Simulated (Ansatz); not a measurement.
Runs of Ansatz 0.2.0 on GdO. It takes space group F-43m (No. 216, cubic). The conventional cell has a = 5.400 Å, b = 5.400 Å, c = 5.400 Å, α = 90.00°, β = 90.00°, γ = 90.00°. Around Gd (site symmetry -43m) lie 4 O at 2.34 Å. O (site symmetry -43m) has 4 Gd at 2.34 Å as nearest neighbours. 

```tsv
task	level	U	fixed moment (μB)	k mesh	points for each segment of the path	hubbard projectors	double counting	gap on the mesh (eV)	pressure (GPa)	moment (μB)
band structure	PBE+U	Gd f U = 2 eV	-	9 × 9 × 9	14	ortho-atomic (the default)	fll (the default)	none	-0.6	7.84
single point	PBE	-	10.5	7 × 7 × 7	-	-	-	-	16.2	10.50
band structure	PBE+U	Gd f U = 3 eV	-	9 × 9 × 9	14	ortho-atomic (the default)	fll (the default)	none	-0.5	(c)
band structure	PBE+U	Gd f U = 8 eV	-	9 × 9 × 9	14	ortho-atomic (the default)	fll (the default)	none	(a)	7.93
band structure	PBE+U	Gd f U = 6 eV	-	9 × 9 × 9	14	ortho-atomic (the default)	fll (the default)	none	(b)	7.93
single point	PBE	-	1.8	7 × 7 × 7	-	-	-	-	-1.8	1.80
band structure	PBE	-	-	9 × 9 × 9	14	-	-	none	-0.6	7.54
single point	PBE	-	14.0	7 × 7 × 7	-	-	-	-	54.6	14.00
```

Alike in all rows: potentials or basis Ansatz PAW; spin collinear, ferromagnetic start; cell as given; cutoff (eV) 420; smearing fermi-dirac 0.05 eV.

**Question.** Fill in the values left out.

**Answer.** (a) 0.0; (b) -0.2; (c) 7.86.

Caveats: spin-orbit coupling is left out, which moves the levels of the heavy elements; a cell with one magnetic atom can't hold antiferromagnetic order, which such compounds often take; the magnetic or orbital state may not be the lowest (some runs); without U or exact exchange the open f shell lies at the Fermi level, which spoils levels, moments and volumes (some runs); the total moment is fixed, so each spin has its own Fermi level (some runs); the thresholds are loose for stress (some runs); a pressure of tens of GPa on the cell as given is suspect, and the run, the potentials or the cell itself is likely at fault (some runs).

A k mesh can miss the band edges, and the runs leave out spin-orbit coupling on Gd.

A gap of «none» marks a metal or a gap under the smearing width.
